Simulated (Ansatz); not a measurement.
# BH5OSi2, SMILES [SiH3]B1O[SiH2]1: energies of removing a hydrogen

With Ansatz 0.2.0, Python API.

Run as a notebook:

In [1]:
```python
from dataclasses import dataclass

import ansatz
```

In [2]:
```python
@dataclass
class RunConfig:
    basis: str = "def2-TZVPP"
    functional: str = "pbe0"
```

In [3]:
```python
cfg = RunConfig()
```

In [4]:
```python
def single_point(molecule, charge=0, unpaired=0):
    calc = molecule.calculation().basis(gaussian=cfg.basis).functional(cfg.functional)
    if charge:
        calc = calc.charge(charge)
    if unpaired:
        calc = calc.spin("collinear", total=unpaired)
    report = calc.run(threads=1).report
    if report["published_state_doubts"]:
        print("  doubts:", report["published_state_doubts"])
    return report["free_energy_ev"]
```

In [5]:
```python
def without(molecule, index):
    rest = ansatz.Crystal.molecule()
    for i, site in enumerate(molecule.cartesian_sites):
        if i != index:
            rest = rest.atom(site.symbol, site.position_ang)
    return rest
```

In [6]:
```python
mol = (
    ansatz.Crystal.molecule()
    .atom("Si", (0.1071, 1.2721, -1.1392))
    .atom("B", (-0.3267, -0.3849, -0.2994))
    .atom("O", (-1.2832, -1.2092, 0.4677))
    .atom("Si", (0.2569, -1.4269, 1.3106))
    .atom("H", (1.4521, 1.3157, -1.6438))
    .atom("H", (-0.1332, 2.4189, -0.1798))
    .atom("H", (-0.8251, 1.5112, -2.2855))
    .atom("H", (0.1374, -0.7643, 2.6206))
    .atom("H", (0.7032, -2.7789, 1.1317))
)
```

In [7]:
```python
whole = single_point(mol, 0)
hydrogen = single_point(ansatz.Crystal.molecule().atom("H", (0, 0, 0)), 0, 1)
print(f"E(molecule) = {whole:.5f} eV, E(H) = {hydrogen:.5f} eV")
for index in [6, 8]:
    radical = single_point(without(mol, index), 0, 1)
    print(f"H{index}: homolysis {(radical + hydrogen - whole):.3f} eV")
```
```text
E(molecule) = -18550.82505 eV, E(H) = -13.63389 eV
H6: homolysis 3.688 eV
H8: homolysis 3.675 eV
```

Notes:
- Total energies depend on the basis set; only differences at equal settings carry meaning.
- The geometry is a force-field or estimated start, not a minimum of this method, and the basis set is short of its limit. All parts are taken at fixed geometry, without zero-point energy.
- Hardware and time: 30 s on 1 thread of AMD EPYC 7R43 64-Core Processor (Zen 3), on a shared host, peak memory 0.59 GiB.
